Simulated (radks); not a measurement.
# Ionisation of Zn⁺: one atom, several choices of relativity

An exercise on one series of results from a longer session: the logs are not shown, and one member is left open.

The numbers are computed with radks (a radial shooting solver on a logarithmic mesh, Libxc functionals) version 1 (Kohn-Sham, BLYP, spin-unpolarised, spherical densities), except any that are marked as measured or tabulated.

2 further runs of the same task are left out: 2 set aside as unsound or not needed.

## Starting point

* element: zinc (Z = 30)
* charge: +1
* electrons: 29
* configuration: [Ar] 3d10 4s1
* ion: Zn²⁺, [Ar] 3d10
* choices: non-relativistic; scalar-relativistic; Dirac, 2j+1 shares; scalar-relativistic, finite nucleus; Dirac, 2j+1 shares, finite nucleus; Dirac, c × 1.25; Dirac, c × 100; Dirac, c × 1.5

Outer shells as boxes (Hund's rule):

Zn⁺
```
[Ar] core
3d [↑↓][↑↓][↑↓][↑↓][↑↓]
4s [↑ ]
```

Zn²⁺
```
[Ar] core
3d [↑↓][↑↓][↑↓][↑↓][↑↓]
```

The first run:

Settings of this run:

```text
Z 30
configuration [Ar] 3d10 4s1 4p0 5s0
relativity non-relativistic
functional b88,lyp
spin unpolarised
nucleus point
```

Among the steps run: non-relativistic: Zn⁺.

One of the session's tables, all rows but one given; the rest of the session is left out.

It belongs to the step «non-relativistic: Zn⁺». Radial moments (bohr):

```
level      <r>  outermost maximum (interpolated)  90 % within  nodes
   1s  0.05111                            0.0337       0.0910      0
   2s   0.2298                             0.193        0.355      1
   2p        ?                                 ?            ?      ?
   3s   0.6920                             0.597         1.04      2
   3p   0.7183                             0.596         1.11      1
   3d   0.8933                             0.564         1.57      0
   4s    2.438                              2.02         3.68      3
   4p    3.164                              2.56         4.86      2
```

Estimate the missing values for 2p.

As computed: <r>: 0.1997; outermost maximum (interpolated): 0.153; 90 % within: 0.326; nodes: 0. In the column «<r>» it lies between 1s (0.05111) and 2s (0.2298).

To keep in mind: Spin polarisation and multiplet splitting of open shells are left out at every level.
